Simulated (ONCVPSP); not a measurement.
# An ONCV potential for W, from input to tests

Task: generate the file, and judge it by its errors in other configurations, its logarithmic derivatives, its ghosts and its cutoff.

The numbers are computed with ONCVPSP 4.0.1.1 (patched build) (PBE, scalar-relativistic, spin-unpolarised reference atom).

## Step 1: The design

Typed settings, in words:

```json
{
  "element": "tungsten (W, Z = 74)",
  "type": "optimised norm-conserving Vanderbilt (ONCV)",
  "frozen core": "[Kr] 4d10 4f14",
  "valence charge": "14",
  "reference configuration": "5s2 5p6 5d4 6s1 (charge +1)",
  "partial waves": "5s+6s: rc 1.80 bohr, ncon 5, nbas 9, qcut 8.7 1/bohr, 2 projectors; 5p: rc 1.25 bohr, ncon 4, nbas 8, qcut 6.9 1/bohr, 2 projectors, debl 0.9 Ha; 5d: rc 2.60 bohr, ncon 3, nbas 8, qcut 6.5 1/bohr, 1 projector",
  "local potential": "polynomial inside 0.90 bohr (lpopt 5, dvloc0 -1 Ha)",
  "core correction": "Teter function fitted to the true core (icmod 2), fcfact 0.35"
}
```

The outer shells as boxes (Hund's rule for the drawing; the calculation is spin-unpolarised):

```
[Kr] core
4d [↑↓][↑↓][↑↓][↑↓][↑↓]
4f [↑↓][↑↓][↑↓][↑↓][↑↓][↑↓][↑↓]
5s [↑↓]
5p [↑↓][↑↓][↑↓]
5d [↑ ][↑ ][↑ ][↑ ][  ]
6s [↑ ]
```

An earlier all-electron run gives the scale for the radii.

All-electron outer shells of the reference configuration (PBE, scalar-relativistic, ld1.x):

```json
{"shell": "5s", "level (eV)": "-86.56", "outermost node (bohr)": "0.53", "outermost maximum (bohr)": "0.96"}
{"shell": "5p", "level (eV)": "-50.72", "outermost node (bohr)": "0.57", "outermost maximum (bohr)": "1.09"}
{"shell": "4f", "level (eV)": "-40.69", "outermost node (bohr)": "–", "outermost maximum (bohr)": "0.43"}
{"shell": "6s", "level (eV)": "-12.18", "outermost node (bohr)": "1.28", "outermost maximum (bohr)": "2.58"}
{"shell": "5d", "level (eV)": "-11.73", "outermost node (bohr)": "0.63", "outermost maximum (bohr)": "1.49"}
{"shell": "6p", "level (eV)": "-6.81", "outermost node (bohr)": "1.52", "outermost maximum (bohr)": "3.35"}
```

## Step 2: Generation

The input, W.dat:

```
# ATOM AND REFERENCE CONFIGURATION
# atsym  z   nc   nv     iexc    psfile
  W 74.00   10    4        4      upf
#
#   n    l    f
    1    0    2.00
    2    0    2.00
    2    1    6.00
    3    0    2.00
    3    1    6.00
    3    2   10.00
    4    0    2.00
    4    1    6.00
    4    2   10.00
    4    3   14.00
    5    0    2.00
    5    1    6.00
    5    2    4.00
    6    0    1.00
#
# PSEUDOPOTENTIAL AND OPTIMIZATION
# lmax
    2
#
#   l,   rc,      ep,       ncon, nbas, qcut
    0    1.80    0.00    5    9    8.70
    1    1.25    0.00    4    8    6.90
    2    2.60    0.00    3    8    6.50
#
# LOCAL POTENTIAL
# lloc, lpopt,  rc(5),   dvloc0
    4    5    0.90   -1.00
#
# VANDERBILT-KLEINMAN-BYLANDER PROJECTORs
# l, nproj, debl
    0    2    2.00
    1    2    0.90
    2    1    1.70
#
# MODEL CORE CHARGE
# icmod, fcfact, rcfact
    2    0.35    1.20
#
# LOG DERIVATIVE ANALYSIS
# epsh1, epsh2, depsh
   -5.00    5.00    0.04
#
# OUTPUT GRID
# rlmax, drl
    6.00    0.01
#
# TEST CONFIGURATIONS
# ncnf
    4
# nvcnf
#   n    l    f
    4
    5    0    2.00
    5    1    6.00
    5    2    4.00
    6    0    2.00
#
    4
    5    0    2.00
    5    1    6.00
    5    2    4.00
    6    0    0.00
#
    4
    5    0    2.00
    5    1    6.00
    5    2    3.00
    6    0    0.00
#
    4
    5    0    2.00
    5    1    6.00
    5    2    2.00
    6    0    0.00
#
```

Started as:

```bash
$ oncvpsp.x < W.dat > W.out
```

**Question.** What will these runs give? Wanted: cutoffs for 1 and 0.1 mHa per electron, occupied waves; bound ghosts; GHOST(+) flags; largest test error; largest phase difference near zero energy, channels read; rms error of d²Exc/dn², without and with the model core; projector energies reset by the program.

As calculated:

| quantity | value |
| --- | --- |
| cutoffs for 1 and 0.1 mHa per electron, occupied waves | 62 Ha and 125 Ha |
| bound ghosts | s at -179.07 eV |
| GHOST(+) flags | p at 191 eV |
| largest test error (AE − PS) | +7.9 meV, for 5s2 5p6 5d2 6s0 |
| largest phase difference near zero energy, channels read | 0.003 rad |
| rms error of d²Exc/dn², without and with the model core | 6.15 and 0.34 mHa |
| projector energies reset by the program | p: -1.864, 0.250 Ha |

**Reading.** It has a bound ghost (s), a state that the atom doesn't have, and that rules the file out. The worst unpolarised test, 5s2 5p6 5d2 6s0, is off by 7.9 meV on 78.3 eV; by total energies transferability rates as good. Atomic tests can pass in spite of a ghost, since they solve only for the levels asked. By its cutoff, 62 Ha for the looser tolerance, it is hard. At the looser tolerance the 5p wave is the slowest; 5s needs 25 Ha. Near zero energy the phases of the channels with partial waves agree within 0.003 rad. The program also flags highly localised states, GHOST(+) (p). Note that the frozen 4f shell (-41 eV) lies higher than the valence 5s shell (-87 eV). All of this concerns the isolated atom, not yet a solid.
